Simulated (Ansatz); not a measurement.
# PBE/def2-SVP run of C2H7NSi (SMILES NC1C[SiH2]1)

Aim: the electronic atomisation energy of C2H7NSi at PBE/def2-SVP, from 5 runs. 

Program for the calculation: Ansatz 0.2.0.

61 further runs of the same task are left out: 61 set aside as unsound or not needed.

## (1) The system as given

C2H7NSi: 11 atoms, total charge 0, spin state singlet. SMILES: `NC1C[SiH2]1`. The shape is that of a PBE0-D4/def2-TZVP optimisation. This is one conformer, not always the lowest.

Bond lengths: N1–C2 1.437 Å, C2–C3 1.539 Å, C2–Si4 1.862 Å, C3–Si4 1.848 Å, N1–H5 1.011 Å, N1–H6 1.014 Å, C2–H7 1.094 Å, C3–H8 1.085 Å, C3–H9 1.086 Å, Si4–H10 1.479 Å, Si4–H11 1.476 Å. Some angles: N1–C2–C3 114.5°, N1–C2–Si4 118.4°, C3–C2–Si4 65.0°, C2–C3–Si4 65.9°, C2–Si4–C3 49.0°, N1–C2–H7 118.0°, C3–C2–H7 113.0°, Si4–C2–H7 116.4°, C2–N1–H5 111.6°, C2–N1–H6 111.3°.

## (2) A single-point energy at PBE/def2-SVP

Input file run.yaml:

```yaml
crystal:
  periodic: [false, false, false]
  atoms:
    - symbol: N
      position_ang: [-1.337200, 0.826100, -0.314200]
    - symbol: C
      position_ang: [0.048100, 0.587400, -0.015100]
    - symbol: C
      position_ang: [0.296100, -0.519700, 1.025200]
    - symbol: Si
      position_ang: [0.845000, -0.955900, -0.685100]
    - symbol: H
      position_ang: [-1.450400, 1.288300, -1.206000]
    - symbol: H
      position_ang: [-1.774000, 1.401500, 0.397500]
    - symbol: H
      position_ang: [0.701400, 1.454200, 0.118600]
    - symbol: H
      position_ang: [1.025100, -0.311700, 1.801300]
    - symbol: H
      position_ang: [-0.607900, -0.997000, 1.390600]
    - symbol: H
      position_ang: [2.288700, -0.939900, -1.005500]
    - symbol: H
      position_ang: [0.030300, -1.890100, -1.486800]
basis:
  gaussian: {orbitals: def2-SVP}
hamiltonian: {xc: pbe}
accuracy: high
output: {orbitals: {seedname: orbitals}}
```

Launch:

```
$ ansatz run run.yaml --threads 1 --pin off --max-ram 3480MiB --events-out events.jsonl --progress --plain --runs-dir runs
```

What it wrote:

```text
Warning: RAYON_NUM_THREADS=1 ignored (pool sized by the plan → 1); use --threads N
Functional definition: PBE
  name "PBE"
  parameter kappa = 0.804
  parameter beta = 0.06672455060314922
  exchange = pbe_x(kappa = kappa, mu = beta*pi^2/3)
  correlation = pbe_c(beta = beta)
2284 factors; integrals over basis functions are off by at most 3.9e-9 eV
mean field evaluation 1: about -11526.9046 eV, gradient 7.3e1 eV
mean field evaluation 2: about -11435.7799 eV, gradient 1.7e2 eV
mean field evaluation 4: about -11539.6196 eV, gradient 1.5e1 eV
mean field evaluation 8: about -11540.1101 eV, gradient 3.4e-1 eV
mean field evaluation 16: about -11540.1104 eV, gradient 6.3e-6 eV
mean field -11540.11044997 eV, -424.0912368687 hartree, gradient 3.2e-8 eV, S^2 0.000000; 0 other end points of the search recorded, 0 dependent functions left out
reference -11540.11045353 eV, -424.0912369995 hartree; 20, 20 occupied and 75, 75 virtual orbitals, 2284 factors
Total energy: -11540.11045353 eV, -424.0912369995 hartree
```

Run time: 7.2 s. Hardware: 1 thread of Arm Neoverse V2, shared host; peak memory 0.27 GiB.

## (3) The C atom

Input file in.yaml:

```yaml
crystal:
  periodic: [false, false, false]
  atoms:
    - {symbol: C, position_ang: [0.000000, 0.000000, 0.000000]}
basis:
  gaussian:
    orbitals: def2-SVP
total_charge: 0
magnetization:
  spin_polarized: true
  initial_magnetization: 2
hamiltonian:
  xc: {name: PBE}
accuracy: high
```

Launch:

```
$ ansatz run in.yaml --threads 1 --pin off --max-ram 3480MiB --events-out events.jsonl --progress --plain --runs-dir runs
```

What it wrote (excerpt; [...] marks lines left out):

```text
Warning: RAYON_NUM_THREADS=1 ignored (pool sized by the plan → 1); use --threads N
[... 6 set-up lines as earlier in the session ...]
95 factors; integrals over basis functions are off by at most 1.9e-9 eV
mean field evaluation 1: about -1027.1051 eV, gradient 4.8e0 eV
mean field evaluation 2: about -1027.2115 eV, gradient 2.6e0 eV
mean field evaluation 4: about -1027.2633 eV, gradient 2.7e-1 eV
mean field evaluation 8: about -1027.2635 eV, gradient 4.8e-5 eV
mean field evaluation 16: about -1027.2635 eV, gradient 5.3e-2 eV
mean field evaluation 32: about -1027.2635 eV, gradient 3.1e-8 eV
mean field -1027.26347279 eV, -37.7512363209 hartree, gradient 3.1e-8 eV, S^2 2.001906; 2 other end points of the search recorded, 0 dependent functions left out
reference -1027.26347433 eV, -37.7512363773 hartree; 4, 2 occupied and 10, 12 virtual orbitals, 95 factors
Total energy: -1027.26347433 eV, -37.7512363773 hartree
```

It took 0.38 s on 1 thread of Arm Neoverse V2, shared host.

## (4) The H atom at the same level

Input file input.yaml:

```yaml
crystal:
  periodic: [false, false, false]
  atoms:
    - {symbol: H, position_ang: [0.000000, 0.000000, 0.000000]}
basis:
  gaussian:
    orbitals: def2-SVP
magnetization:
  spin_polarized: true
  initial_magnetization: 1
accuracy: high
hamiltonian:
  xc: {name: PBE}
```

Run the same way, it converges to -0.49863 Eh (log not shown).

## (5) The N atom, same level

Input file job.yaml:

```yaml
crystal:
  periodic: [false, false, false]
  atoms:
    - {symbol: N, position_ang: [0.000000, 0.000000, 0.000000]}
basis:
  gaussian:
    orbitals: def2-SVP
magnetization:
  spin_polarized: true
  initial_magnetization: 3
hamiltonian:
  xc: {name: PBE}
accuracy: high
```

Run the same way, it converges to -54.46658 Eh (log not shown).

## (6) The Si atom

Input file molecule.yaml:

```yaml
crystal:
  periodic: [false, false, false]
  atoms:
    - {symbol: Si, position_ang: [0.000000, 0.000000, 0.000000]}
basis:
  gaussian: {orbitals: def2-SVP}
accuracy: high
hamiltonian: {xc: {name: PBE}}
magnetization: {spin_polarized: true, initial_magnetization: 2}
```

Launch:

```
$ ansatz run molecule.yaml --threads 1 --pin off --max-ram 3480MiB --events-out events.jsonl --progress --plain --runs-dir runs
```

What it wrote (excerpt; [...] marks lines left out):

```text
Warning: RAYON_NUM_THREADS=1 ignored (pool sized by the plan → 1); use --threads N
[... 6 set-up lines as earlier in the session ...]
134 factors; integrals over basis functions are off by at most 2.5e-9 eV
mean field evaluation 1: about -7867.4050 eV, gradient 2.3e0 eV
mean field evaluation 2: about -7867.4645 eV, gradient 8.2e-1 eV
mean field evaluation 4: about -7867.4689 eV, gradient 2.0e-1 eV
mean field evaluation 8: about -7867.4692 eV, gradient 1.5e-4 eV
mean field evaluation 16: about -7867.3651 eV, gradient 2.9e0 eV
mean field evaluation 32: about -7867.4699 eV, gradient 1.9e-1 eV
mean field -7867.46922573 eV, -289.1241612833 hartree, gradient 1.0e-8 eV, S^2 2.002736; 2 other end points of the search recorded, 0 dependent functions left out
reference -7867.46922752 eV, -289.1241613492 hartree; 8, 6 occupied and 10, 12 virtual orbitals, 134 factors
Total energy: -7867.46922752 eV, -289.1241613492 hartree
```

Run time: 0.96 s. Hardware: 1 thread of Arm Neoverse V2, shared host.

## (7) Outcome

Level: PBE/def2-SVP.

```
                     quantity          value
       molecule: total energy  -424.09124 Eh
        molecule: HOMO energy       -4.88 eV
        molecule: LUMO energy       -0.02 eV
      molecule: HOMO–LUMO gap        4.86 eV
         C atom: total energy   -37.75124 Eh
                 C atom: ⟨S²⟩          2.002
         H atom: total energy    -0.49863 Eh
                 H atom: ⟨S²⟩          0.750
         N atom: total energy   -54.46658 Eh
                 N atom: ⟨S²⟩          3.752
        Si atom: total energy  -289.12416 Eh
                Si atom: ⟨S²⟩          2.003
electronic atomisation energy      41.024 eV
```

Taking the molecule apart into free atoms costs 41.02 eV (3958 kJ/mol), before zero-point energy and without spin-orbit coupling.
